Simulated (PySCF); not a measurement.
**Y2N2: forces at shaken geometries**

Aim: move all atoms of relaxed Y2N2 at random and read energies and forces. The species was built from a template and needn't be a known compound.

Method: BP86, Y def2-SVP with ECP28, N def2-SVP; scalar-relativistic core potentials, no spin–orbit coupling; program: PySCF 2.14.0.

4 further runs of the same task are left out: 2 for a known fault of the program, 2 that didn't finish.

### 1 The system as given

4 atoms, charge 0, spin multiplicity 1.

Bond lengths: Y1–Y2 2.998 Å, Y1–N3 2.034 Å, Y1–N4 2.034 Å, Y2–N3 2.034 Å, Y2–N4 2.034 Å. Angles: Y2–Y1–N3 42.5°, Y2–Y1–N4 42.5°, N3–Y1–N4 85.0°, Y1–Y2–N3 42.5°, Y1–Y2–N4 42.5°, N3–Y2–N4 85.0°, Y1–N3–Y2 95.0°, Y1–N4–Y2 95.0°.

Geometry (Å):

| atom | x (Å) | y (Å) | z (Å) |
| --- | --- | --- | --- |
| Y1 | 0.0000 | 0.0000 | 1.4991 |
| Y2 | 0.0000 | 0.0000 | -1.4991 |
| N3 | 1.3745 | 0.0000 | 0.0000 |
| N4 | -1.3745 | 0.0000 | 0.0000 |

Formal oxidation states: Y +3. An earlier session relaxed this geometry at BP86, Y def2-SVP with ECP28, N def2-SVP (singlet, point group D2h).

Its energy there is -186.177395 Eh.

### 2 Atoms moved at random, σ = 0.03 Å

run.py (the lines that set the calculation)

```python
mol = gto.M(atom='''
Y      0.02710     0.03814     1.45917
Y     -0.01744     0.00626    -1.44369
N      1.36570    -0.03894    -0.02785
N     -1.37536    -0.00546     0.01237''',
    basis={'Y': 'def2-SVP', 'N': 'def2-SVP'},
    ecp={'Y': 'def2-SVP'},
    charge=0, spin=0)
mf = dft.RKS(mol, xc='B88,P86')
mf.grids.atom_grid = (50, 194)
mf = mf.density_fit()  # fitting sets: Y def2-universal-JKFIT, N def2-universal-JKFIT
mf.conv_tol = 1e-08; mf.max_cycle = 55
mf.kernel(dm0)  # dm0: the density of the relaxed state
```

Run with:

```bash
$ OMP_NUM_THREADS=2 python run.py
```

### 3 Atoms moved at random, σ = 0.15 Å

run.py (the lines that set the calculation), as its differences from that of step 2:

```diff
@@ -1,6 +1,6 @@
 mol = gto.M(atom='''
-Y      0.02710     0.03814     1.45917
-Y     -0.01744     0.00626    -1.44369
-N      1.36570    -0.03894    -0.02785
-N     -1.37536    -0.00546     0.01237''',
+Y     -0.05275    -0.02292     1.47041
+Y     -0.11064     0.08325    -1.53904
+N      1.39338    -0.04843     0.09588
+N     -1.22998    -0.01190    -0.02725''',
     basis={'Y': 'def2-SVP', 'N': 'def2-SVP'},
```

### 4 Atoms moved at random, σ = 0.1 Å

run.py (the lines that set the calculation), as its differences from that of step 3:

```diff
@@ -1,6 +1,6 @@
 mol = gto.M(atom='''
-Y     -0.05275    -0.02292     1.47041
-Y     -0.11064     0.08325    -1.53904
-N      1.39338    -0.04843     0.09588
-N     -1.22998    -0.01190    -0.02725''',
+Y     -0.10961     0.00638     1.53170
+Y      0.04545    -0.00074    -1.63475
+N      1.48177    -0.04141     0.02731
+N     -1.41760     0.03577     0.07573''',
     basis={'Y': 'def2-SVP', 'N': 'def2-SVP'},
```

Before running it: what results should come out? Wanted: for each run, σ; energy rise; harmonic estimate −½ F·u; largest force component.

The runs gave:

| σ (Å) | energy rise (eV) | harmonic estimate −½ F·u (eV) | largest force component (eV/Å) |
| --- | --- | --- | --- |
| 0.03 | 0.107 | 0.108 | 2.45 |
| 0.15 | 0.644 | 0.636 | 4.34 |
| 0.1 | 0.736 | 0.651 | 4.43 |

Every displacement raises the energy. For a harmonic well the rise equals −½ F·u; the two differ by at most 12 % here (a move with σ = 0.1 Å), from anharmonicity, the grid and the small forces left at the relaxed point. The bases are small and lack diffuse functions. Spin–orbit coupling is left out.
